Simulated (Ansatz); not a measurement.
Runs of Ansatz 0.2.0 on CuI2. All rows change the cell; the cell of one of them follows. Symmetry: Fm-3m, No. 225, cubic system. Conventional cell: a = 7.023 Å, b = 7.023 Å, c = 7.023 Å, α = 90.00°, β = 90.00°, γ = 90.00°. Cu (site symmetry m-3m) has 8 I at 3.04 Å as nearest neighbours. Around I (site symmetry -43m) lie 4 Cu at 3.04 Å. The cell comes from a database or a generator and needn't be the stable form of this composition.

```csv
level,spin,U,cutoff (eV),hubbard projectors,double counting,gap on the mesh (eV),pressure (GPa),moment (μB)
r2SCAN+U,"collinear, ferrimagnetic start",Cu d U = 7 eV,500,ortho-atomic (the default),fll (the default),none,2.8,0.00
LDA,"collinear, antiferromagnetic start",-,420,-,-,none,-2.0,0.00
r2SCAN+U,"collinear, antiferromagnetic start",Cu d U = 3 eV,500,ortho-atomic (the default),fll (the default),none,(a),0.00
r2SCAN+U,"collinear, antiferromagnetic start",Cu d U = 7 eV,500,ortho-atomic (the default),fll (the default),none,2.8,0.00
LDA+U,"collinear, antiferromagnetic start",Cu d U = 3 eV,420,ortho-atomic (the default),fll (the default),none,-1.8,0.00
LDA+U,"collinear, ferrimagnetic start",Cu d U = 3 eV,420,ortho-atomic (the default),fll (the default),none,-1.8,0.00
```

Alike in all rows: task single point; potentials or basis Ansatz PAW; cell another cell of the same crystal, with 6 atoms; k mesh 5 × 5 × 5; smearing gaussian 0.05 eV.

Fill in the values left out.

(a) 2.4.

Caveats: the PAW data sets come from PBE, with cores solved anew for the run's functional, which leaves a small shift of forces and pressure; the magnetic or orbital state may not be the lowest (some runs); semilocal functionals often make such compounds metallic where correlation or magnetic order opens a gap, which also shifts bond lengths (some runs).

A k mesh can miss the band edges, and the runs leave out spin-orbit coupling on I.

A gap of «none» marks a metal or a gap under the smearing width.

Not every run made on this cell is shown here.
